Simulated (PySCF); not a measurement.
# C2H9ClO3Si3: the cost of one run

The runs use PySCF 2.14.0, with density-fitted response routines of our own; the level of theory stands in each step. All values are computed, except where a source is named. Atoms count from 0, in the outputs and in this text.

### Step 1. Starting geometry

18 atoms, charge 0, multiplicity 1; geometry from: GFN2-xTB. The atoms were then displaced at random by about 0.01 Å, so the start is not that level's minimum.

Bonds of the start (Å): C0–C1 1.55, C1–Si2 1.90, Si2–O3 1.60, O3–Si4 1.66, Si4–O5 1.64, O5–Si6 1.62, Si6–Cl7 1.97, Si6–O8 1.61, O8–Si2 1.64, C0–H9 1.07, C0–H10 1.08, C0–H11 1.09, C1–H12 1.11, C1–H13 1.10, Si2–H14 1.47, Si4–H15 1.45, Si4–H16 1.44, Si6–H17 1.46.

### Step 2. Geometry optimisation at PBE0-D3(BJ)/def2-SVP

What the job is given:

```
{"job": {"xc": "PBE0", "basis": "def2-SVP", "d3": "d3bj", "grid": 1, "shake": 0.01, "kind": "geom"}, "charge": 0, "multiplicity": 1}
C      2.918840    -0.139660    -0.507150
C      1.778560     0.723200     0.097090
Si     0.277400    -0.326620     0.582640
O     -0.373770    -0.947180    -0.742440
Si    -1.950500    -0.941580    -1.263730
O     -2.815300     0.016160    -0.248100
Si    -2.361190     0.837380     1.073240
Cl    -3.347430     0.105450     2.610470
O     -0.791610     0.644870     1.360400
H      3.236180    -0.866530     0.207630
H      2.531190    -0.631700    -1.389700
H      3.754350     0.507100    -0.782700
H      1.462720     1.512380    -0.622890
H      2.151610     1.246940     0.985870
H      0.524260    -1.454890     1.496530
H     -1.952260    -0.254450    -2.535800
H     -2.476530    -2.268360    -1.114560
H     -2.594050     2.249440     0.807460
```

Run with:

```
> OMP_NUM_THREADS=1 python probes_run.py task.json out
```

This one command runs all jobs of the session in turn.

Q: Estimate the wall time and peak memory of this first job on 1 thread of Arm Neoverse V1, shared host.

About 3.5 min, with a peak of 0.89 GiB.
